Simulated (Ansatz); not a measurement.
# ZrCH₂+ (quartet): geometry optimisation

Where does this start of ZrCH₂+ (quartet) end when it is relaxed?

Program: Ansatz 0.2.0, Gaussian basis. Level of theory: UKS PBE0/def2-TZVP. These are calculated values, not measurements.

**1. The starting structure**

4 atoms, charge 1, spin multiplicity 4.

Atoms are counted from 1 here; the program's logs count them from 0.

Bond lengths: Zr1–C2 2.212 Å, C2–H3 1.113 Å, C2–H4 1.113 Å. Angles: Zr1–C2–H3 120.8°, Zr1–C2–H4 120.8°, H3–C2–H4 118.4°.

The start was built by rule and, where that kept it together, relaxed with GFN2-xTB. Sticks and bond lists go by distance. No spin-orbit coupling is included. Elements past krypton take def2 core potentials.

**2. Relaxation**

Contents of in.yaml:

```yaml
crystal:
  periodic: [false, false, false]
  atoms:
    - {symbol: Zr, position_ang: [-0.305737, 0.000087, -0.000741]}
    - {symbol: C, position_ang: [1.906487, -0.000546, 0.004620]}
    - {symbol: H, position_ang: [2.476771, 0.955756, 0.003243]}
    - {symbol: H, position_ang: [2.476210, -0.957173, 0.008760]}
basis:
  gaussian: {orbitals: def2-TZVP}
total_charge: 1
magnetization: {spin_polarized: true, initial_magnetization: 3}
hamiltonian: {xc: pbe0}
relax: {f_tol: 0.004, max_steps: 80}
```

On the command line:

```sh
> ansatz run in.yaml --threads 1 --pin off --events-out ev --progress --plain --max-ram 2176MiB
```

Q: Predict the outcome of this session. Wanted: energy gained; shift from the start; total energy; ⟨S²⟩.

The runs gave:

| quantity | value |
| --- | --- |
| steps | 6 |
| energy gained | 0.124 eV |
| shift from the start (rms) | 0.053 Å |
| total energy | -2337.5006 eV |
| ⟨S²⟩ | 3.754 |

What this shows: The bonds of the start are those of the end. Zr1–C2 went from 2.212 to 2.101 Å. No vibrations were run, so this is a stationary point, not a proven minimum, and this spin need not be the ground state's.
